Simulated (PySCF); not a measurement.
**P⁺, P²⁺: ionisation energy in Sapporo-DZP-2012**

Aim: the ionisation energy of phosphorus from differences of total energies, at each level of theory, and how far each lands from the tabulated value where there is one.

Method: unrestricted determinants in a Gaussian basis, no spin-orbit coupling in the energies. Code: PySCF 2.14.0.

### 1 Starting point

| Item | Value |
| --- | --- |
| Element | phosphorus (Z = 15) |
| Basis | Sapporo-DZP-2012 |
| Hamiltonian | scalar relativity by spin-free X2C-1e |
| State 1 | P⁺: [Ne] 3s2 3p2, high-spin 3P determinant |
| State 2 | P²⁺: [Ne] 3s2 3p1, 2P determinant |
| Methods | UHF, PBE, M06-L, MP2, CCSD(T) |
| Core shells frozen in the correlated runs | valence: [Ne] (for P⁺) |

Outer shells as boxes (Hund's rule):

P+ [Ne] 3s2 3p2
```
[Ne] core
3s [↑↓]
3p [↑ ][↑ ][  ]
```

P2+ [Ne] 3s2 3p1
```
[Ne] core
3s [↑↓]
3p [↑ ][  ][  ]
```

One driver process ran all states and methods and kept the integrals in memory. Each run is shown as a PySCF script that sums up its settings (the driver passes frozen orbitals as a list and adds second-order terms of double hybrids); the logs are those of the runs themselves. The driver starts from symmetry-adapted Hartree-Fock orbitals, holds the occupation by maximum overlap and uses a logarithmic radial grid for functionals, so a plain start would take other cycles.

The driver's launch:

```
$ OMP_NUM_THREADS=1 python atomrun2.py TASK.json OUT
```

The integrals over 27 functions and the set-up took 0.09 s of CPU time.

### 2 P⁺, method by method

#### UHF

File input.py:

```python
from pyscf import gto, scf, dft, mp, cc
import basis_set_exchange as bse
mol = gto.M(atom="P 0 0 0", charge=1, spin=2, symmetry="D2h",
            basis=gto.basis.parse(bse.get_basis("Sapporo-DZP-2012", elements=["P"], fmt="nwchem", header=False)),
            nucmod="G")
mf = scf.UHF(mol).sfx2c1e()
mf.irrep_nelec = {'Ag': (3, 3), 'B1u': (2, 1), 'B2u': (2, 1), 'B3u': (1, 1)}
mf.kernel()
```

#### PBE

input.py, as changed from the run before:

```diff
@@ -5,3 +5,3 @@
             nucmod="G")
-mf = scf.UHF(mol).sfx2c1e()
+mf = dft.UKS(mol, xc="PBE").sfx2c1e()
 mf.irrep_nelec = {'Ag': (3, 3), 'B1u': (2, 1), 'B2u': (2, 1), 'B3u': (1, 1)}
```

#### M06-L

input.py, as changed from the run before:

```diff
@@ -5,3 +5,3 @@
             nucmod="G")
-mf = dft.UKS(mol, xc="PBE").sfx2c1e()
+mf = dft.UKS(mol, xc="M06L").sfx2c1e()
 mf.irrep_nelec = {'Ag': (3, 3), 'B1u': (2, 1), 'B2u': (2, 1), 'B3u': (1, 1)}
```

#### MP2 (valence)

input.py, as changed from the run before:

```diff
@@ -5,4 +5,5 @@
             nucmod="G")
-mf = dft.UKS(mol, xc="M06L").sfx2c1e()
+mf = scf.UHF(mol).sfx2c1e()
 mf.irrep_nelec = {'Ag': (3, 3), 'B1u': (2, 1), 'B2u': (2, 1), 'B3u': (1, 1)}
 mf.kernel()
+mp.UMP2(mf, frozen=5).kernel()
```

#### CCSD(T) (valence)

input.py, as changed from the run before:

```diff
@@ -8,2 +8,3 @@
 mf.kernel()
-mp.UMP2(mf, frozen=5).kernel()
+mycc = cc.CCSD(mf, frozen=5).run()
+mycc.ccsd_t()
```

### 3 P²⁺

#### UHF

File input.py:

```python
from pyscf import gto, scf, dft, mp, cc
import basis_set_exchange as bse
mol = gto.M(atom="P 0 0 0", charge=2, spin=1, symmetry="D2h",
            basis=gto.basis.parse(bse.get_basis("Sapporo-DZP-2012", elements=["P"], fmt="nwchem", header=False)),
            nucmod="G")
mf = scf.UHF(mol).sfx2c1e()
mf.irrep_nelec = {'Ag': (3, 3), 'B1u': (1, 1), 'B2u': (2, 1), 'B3u': (1, 1)}
mf.kernel()
```

#### PBE

input.py, as changed from the run before:

```diff
@@ -5,3 +5,3 @@
             nucmod="G")
-mf = scf.UHF(mol).sfx2c1e()
+mf = dft.UKS(mol, xc="PBE").sfx2c1e()
 mf.irrep_nelec = {'Ag': (3, 3), 'B1u': (1, 1), 'B2u': (2, 1), 'B3u': (1, 1)}
```

#### M06-L

input.py, as changed from the run before:

```diff
@@ -5,3 +5,3 @@
             nucmod="G")
-mf = dft.UKS(mol, xc="PBE").sfx2c1e()
+mf = dft.UKS(mol, xc="M06L").sfx2c1e()
 mf.irrep_nelec = {'Ag': (3, 3), 'B1u': (1, 1), 'B2u': (2, 1), 'B3u': (1, 1)}
```

#### MP2 (valence)

input.py, as changed from the run before:

```diff
@@ -5,4 +5,5 @@
             nucmod="G")
-mf = dft.UKS(mol, xc="M06L").sfx2c1e()
+mf = scf.UHF(mol).sfx2c1e()
 mf.irrep_nelec = {'Ag': (3, 3), 'B1u': (1, 1), 'B2u': (2, 1), 'B3u': (1, 1)}
 mf.kernel()
+mp.UMP2(mf, frozen=5).kernel()
```

#### CCSD(T) (valence)

input.py, as changed from the run before:

```diff
@@ -8,2 +8,3 @@
 mf.kernel()
-mp.UMP2(mf, frozen=5).kernel()
+mycc = cc.CCSD(mf, frozen=5).run()
+mycc.ccsd_t()
```

Before running it: what results should come out?

As calculated:

```
             quantity                                                      value
ionisation energy, P⁺  UHF 19.200, CCSD(T) (valence) 19.612 eV; reference 19.769
```

Accuracy against cost (mean over 1 difference):

| method | mean absolute miss against CCSD(T) (valence) (eV) | CPU time, both states (s) |
| --- | --- | --- |
| UHF | 0.412 | 0.21 |
| PBE | 0.202 | 0.42 |
| M06-L | 0.117 | 0.76 |
| MP2 (valence) | 0.070 | 0.23 |
| SCS-MP2 (valence) | 0.145 | 0.23 |
| CCSD (valence) | 0.010 |  |
| CCSD(T) (valence) | 0.000 | 0.69 |

What this shows: The methods span 0.614 eV, from UHF (19.200) to PBE (19.814). The reference is uncertain or not like for like (spin-orbit coupling or other relativistic terms), so no ranking of close methods is drawn. The basis is finite, and no extrapolation was made. The dearest level timed, M06-L, costs 3.6 times the cheapest, UHF, and differs from CCSD(T) (valence) by 0.12 against 0.41 eV; CCSD(T) (valence) in this basis is a yardstick, not the exact answer.
